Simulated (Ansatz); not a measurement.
# Rb2Pd: the cost of one run

Program: Ansatz 0.2.0. Level of theory: DFT PBEsol, scalar-relativistic, plane waves, PAW. These are calculated values, not measurements.

16 further runs of the same task are left out: 16 set aside as unsound or not needed.

## Step 1: The system as given

The structure is cubic, space group Fm-3m (No. 225). The conventional cell has a = 7.972 Å, b = 7.972 Å, c = 7.972 Å, α = 90.00°, β = 90.00°, γ = 90.00°. Rb (site symmetry -43m) has 4 Pd at 3.45 Å as nearest neighbours. Around Pd (site symmetry m-3m) lie 8 Rb at 3.45 Å.

As a file:

```
CELL_PARAMETERS angstrom
0.00000 3.98578 3.98578
3.98578 0.00000 3.98578
3.98578 3.98578 0.00000
ATOMIC_POSITIONS crystal
Rb 0.25000 0.25000 0.25000
Rb 0.75000 0.75000 0.75000
Pd 0.00000 0.00000 0.00000
```

It goes back to an entry of the Materials Project, which need not be the stable form.

It is the result of an earlier relaxation at this level (volume 42.21 Å³/atom; gap on the mesh: 0.88 eV).

## Step 2: Plan of the line

The energy is mapped over volume and the cell's shape.

The axes are (1) volume per atom: 7 values from 37.15 to 47.28 Å³; (2) c/a of the conventional cell: 7 values from 0.886 to 1.128.

Nothing else is relaxed (symmetry fixes all fractional coordinates). Energies count from the relaxed crystal. Points are written as (first, second).

## Step 3: Point (37.15 Å³, 0.923)

File input.yaml:

```yaml
crystal:
  lattice:
    - [0.0, 3.9231932688, 3.6203227484]
    - [3.9231932688, 0.0, 3.6203227484]
    - [3.9231932688, 3.9231932688, 0.0]
  atoms:
    - { symbol: Rb, position: [0.25, 0.25, 0.25] }
    - { symbol: Rb, position: [0.75, 0.75, 0.75] }
    - { symbol: Pd, position: [0.0, 0.0, 0.0] }
basis:
  ecutwfc: 420
kpoints:
  mp_grid: { grid: [8, 8, 8] }
hamiltonian:
  xc: pbesol
  pseudopotentials: { kind: paw }
scf:
  occupations: { method: gaussian, width: 0.05 }
output:
  forces: true
  stress: true
  eigenvalues: true
```

The run is started by

```sh
> ansatz run input.yaml --threads 1 --pin off --max-ram 2048MiB --backend cpu --events-out ev --progress --plain --runs-dir out
```

Q: Estimate wall time and peak memory on 1 thread of Arm Neoverse N1, shared host.

About 13 s, with a peak of 0.4 GiB.
